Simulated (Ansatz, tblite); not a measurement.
**Cu(PF3)H (CuF3HP): rung by rung**

How do method and basis change the picture of Cu(PF3)H (CuF3HP) (singlet)?

Method: as each input shows; program: Ansatz 0.2.0, Gaussian basis.

Plan: GFN1-xTB, GFN2-xTB, PBE-D4/def2-TZVP, r2SCAN-D4/def2-TZVP, HSE06-D4/def2-TZVP, LDA/def2-TZVP, PBE-QIDH/def2-TZVP, revPBE-D4/def2-TZVP, B3LYP-D4/def2-TZVP, HF/def2-TZVP, LC-ωPBE/def2-TZVP, PBE-D4/def2-SVP, PBE0-D4/def2-SVP, HF/6-31G, B3LYP-D4/6-31G, PBE0-D4/def2-TZVPD, PBE-D4/def2-TZVPD, r2SCAN-D4/def2-TZVPD, CCSD(T)/def2-TZVPP, MP2/def2-TZVP, RPA/def2-TZVP.

**1. The structure**

The geometry is that of the singlet, from an earlier relaxation (PBE0-D4/def2-SVP).

6 atoms, charge 0, spin multiplicity 1.

Bond lengths: Cu1–P2 2.185 Å, Cu1–H6 1.526 Å, P2–F3 1.578 Å, P2–F4 1.578 Å, P2–F5 1.578 Å. Angles: P2–Cu1–H6 179.5°, Cu1–P2–F3 118.9°, Cu1–P2–F4 118.4°, Cu1–P2–F5 118.7°, F3–P2–F4 98.9°, F3–P2–F5 98.9°, F4–P2–F5 98.9°.

As a file:

```csv
atom,x (Å),y (Å),z (Å)
Cu1,-0.01215,0.01265,-1.58067
P2,0.00231,0.00009,0.60402
F3,0.13005,1.37183,1.37389
F4,1.14259,-0.80187,1.34351
F5,-1.24644,-0.59171,1.36615
H6,-0.01636,0.00900,-3.10690
```

Formally the metal is d10. No spin-orbit coupling is included.

PBE0-D4/def2-TZVP was run before; its log isn't repeated, and its numbers join the tables.

**2. GFN1-xTB**

Tight binding, by tblite at 300 K electronic temperature and without a spin-polarisation term:

```python
tblite.interface.Calculator('GFN1-xTB', numbers, positions, charge=0, uhf=0).singlepoint()
```

Energy -632.7020 eV, HOMO -11.49 eV, LUMO -8.44 eV; 0.024 s.

**3. GFN2-xTB**

Tight binding, by tblite at 300 K electronic temperature and without a spin-polarisation term:

```python
tblite.interface.Calculator('GFN2-xTB', numbers, positions, charge=0, uhf=0).singlepoint()
```

Energy -578.9299 eV, HOMO -9.42 eV, LUMO -6.43 eV; 0.011 s.

**4. PBE-D4/def2-TZVP**

start.molden holds the orbitals of an earlier run on this state, given as this run's starting guess.

File in.yaml:

```yaml
crystal:
  periodic: [false, false, false]
  atoms:
    - {symbol: Cu, position_ang: [-0.012148, 0.012653, -1.580670]}
    - {symbol: P, position_ang: [0.002307, 0.000092, 0.604017]}
    - {symbol: F, position_ang: [0.130051, 1.371828, 1.373885]}
    - {symbol: F, position_ang: [1.142590, -0.801868, 1.343512]}
    - {symbol: F, position_ang: [-1.246437, -0.591708, 1.366146]}
    - {symbol: H, position_ang: [-0.016362, 0.009002, -3.106901]}
basis:
  gaussian: {orbitals: def2-TZVP, initial_orbitals: start.molden}
hamiltonian: {xc: pbe, dispersion: d4}
scf: {omitted_lower_state_checks: [starts]}
output: {orbitals: {seedname: orbitals}}
```

Run with:

```
ansatz run in.yaml --threads 4 --pin off --events-out ev --progress --plain --max-ram 3916MiB
```

After this run come: r2SCAN-D4/def2-TZVP; HSE06-D4/def2-TZVP; LDA/def2-TZVP; PBE-QIDH/def2-TZVP; revPBE-D4/def2-TZVP; B3LYP-D4/def2-TZVP; HF/def2-TZVP; LC-ωPBE/def2-TZVP; PBE-D4/def2-SVP; PBE0-D4/def2-SVP; HF/6-31G; B3LYP-D4/6-31G; PBE0-D4/def2-TZVPD; PBE-D4/def2-TZVPD; r2SCAN-D4/def2-TZVPD; CCSD(T)/def2-TZVPP; MP2/def2-TZVP; RPA/def2-TZVP.

**Question.** What will the summary of the whole plan be? Wanted: gap in def2-TZVP, named functionals and Hartree-Fock, smallest and largest; correlation energy, CCSD(T)/def2-TZVPP; correlation energy, MP2/def2-TZVP; binding an atom, CCSD(T)/def2-TZVPP; PBE0 total energy, smallest basis above largest.

As calculated:

| quantity | value |
| --- | --- |
| gap in def2-TZVP, named functionals and Hartree-Fock, smallest and largest | 3.25 eV (LDA), 10.91 eV (HF) |
| correlation energy, CCSD(T)/def2-TZVPP | -39.09 eV |
| correlation energy, MP2/def2-TZVP | -37.24 eV |
| binding an atom, CCSD(T)/def2-TZVPP | 3.102 eV |
| PBE0 total energy, smallest basis above largest | 21.03 eV (def2-SVP, def2-TZVPD) |

**Reading.** Orbital gaps of the named functionals and Hartree-Fock in def2-TZVP span 3.25 eV (LDA) to 10.91 eV (HF); exact exchange widens it. A small miss in a minimal or small basis is a cancelling of errors, not accuracy. The functionals in def2-TZVP miss CCSD(T)/def2-TZVPP by +0.062 (PBE0-D4) to +0.879 eV (LDA) an atom. The reference is CCSD(T) in one finite basis, so it carries an error of its own, often a tenth of an eV or more, and near misses can't be ranked.
